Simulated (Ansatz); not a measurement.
**SrTl: stress in a strained cell**

SrTl is deformed so: equal xx and yy strain of +1 %. What stress and forces result, by LAPW, PAW and all-electron datasets made for the crystal?

Method: DFT LDA, scalar-relativistic, in Ansatz 0.2.0.

**1. Starting point**

Symmetry: Pm-3m, No. 221, cubic system. Conventional cell: a = 4.032 Å, b = 4.032 Å, c = 4.032 Å, α = 90.00°, β = 90.00°, γ = 90.00°. Around Sr (site symmetry m-3m) lie 8 Tl at 3.49 Å. Tl (site symmetry m-3m) has 8 Sr at 3.49 Å as nearest neighbours.

Coordinates:

```cif
data_structure
_symmetry_space_group_name_H-M 'P 1'
_symmetry_Int_Tables_number 1
_cell_length_a 4.0320
_cell_length_b 4.0320
_cell_length_c 4.0320
_cell_angle_alpha 90.000
_cell_angle_beta 90.000
_cell_angle_gamma 90.000
_cell_volume 65.55
loop_
_atom_site_label
_atom_site_type_symbol
_atom_site_fract_x
_atom_site_fract_y
_atom_site_fract_z
_atom_site_occupancy
Sr1 Sr 0.00000 0.00000 0.00000 1
Tl1 Tl 0.50000 0.50000 0.50000 1
```

Atoms are numbered in the order of the input: Sr1, Tl2.

**2. The deformed structure**

Space group Pm-3m before, P4/mmm after.

**3. LAPW, all electrons**

input.yaml

```yaml
crystal:
  lattice:
    - [4.07232, 0.0, 0.0]
    - [0.0, 4.07232, 0.0]
    - [0.0, 0.0, 4.032]
  atoms:
    - { symbol: Sr, position: [0.0, 0.0, 0.0] }
    - { symbol: Tl, position: [0.5, 0.5, 0.5] }
kpoints:
  mp_grid: { grid: [8, 8, 8] }
  band_path:
    path:
      - [0.0, 0.0, 0.0]
      - [0.0, 0.5, 0.0]
      - [0.5, 0.5, 0.0]
      - [0.0, 0.0, 0.0]
      - [0.0, 0.0, 0.5]
      - [0.0, 0.5, 0.5]
      - [0.5, 0.5, 0.5]
      - [0.0, 0.0, 0.5]
      - [0.0, 0.5, 0.0]
    npoints: 5
scf:
  occupations: { method: fermi_dirac, width: 0.05 }
hamiltonian:
  xc: lda
  pseudopotentials: { kind: all_electron, lapw: { basis_error: 0.0005 } }
output:
  forces: true
  stress: true
  eigenvalues: true
```

On the command line:

```
$ ansatz run input.yaml --threads 1 --pin off --max-ram 3072MiB --backend cpu --events-out ev --progress --plain --runs-dir out
```

**4. PAW with frozen cores**

input.yaml

```yaml
crystal:
  lattice:
    - [4.07232, 0.0, 0.0]
    - [0.0, 4.07232, 0.0]
    - [0.0, 0.0, 4.032]
  atoms:
    - { symbol: Sr, position: [0.0, 0.0, 0.0] }
    - { symbol: Tl, position: [0.5, 0.5, 0.5] }
kpoints:
  mp_grid: { grid: [8, 8, 8] }
scf:
  occupations: { method: fermi_dirac, width: 0.05 }
hamiltonian:
  xc: lda
  pseudopotentials: { kind: paw }
output:
  forces: true
  stress: true
  eigenvalues: true
  efg: { contact_densities: true }
```

**5. Datasets made for this crystal**

input.yaml, as its differences from that of step 4:

```diff
@@ -14,3 +14,3 @@
   xc: lda
-  pseudopotentials: { kind: paw }
+  pseudopotentials: { kind: all_electron, datasets: crystal }
 output:
```

(Steps that only read results are left out.)

What does the calculation give? Wanted: pressure; largest shear or deviatoric stress.

As calculated:

```
                                 quantity                                              value
                                 pressure  LAPW -2.35, PAW -2.35, crystal datasets -2.35 GPa
largest shear or deviatoric stress (LAPW)                                           0.11 GPa
```

What this shows: The largest part of the stress beyond the pressure is 0.11 GPa in size, in the zz component; the atoms are carried along and not relaxed. No run of the undeformed cell stands beside it, so the pressure holds what the given cell had before the change. PAW: stress within 0.01 GPa of LAPW. Crystal datasets: stress within 0.01 GPa of LAPW. Spin-orbit coupling is left out, though the cell holds Tl; in elements this heavy it can shift bands and gaps by tenths of an eV.
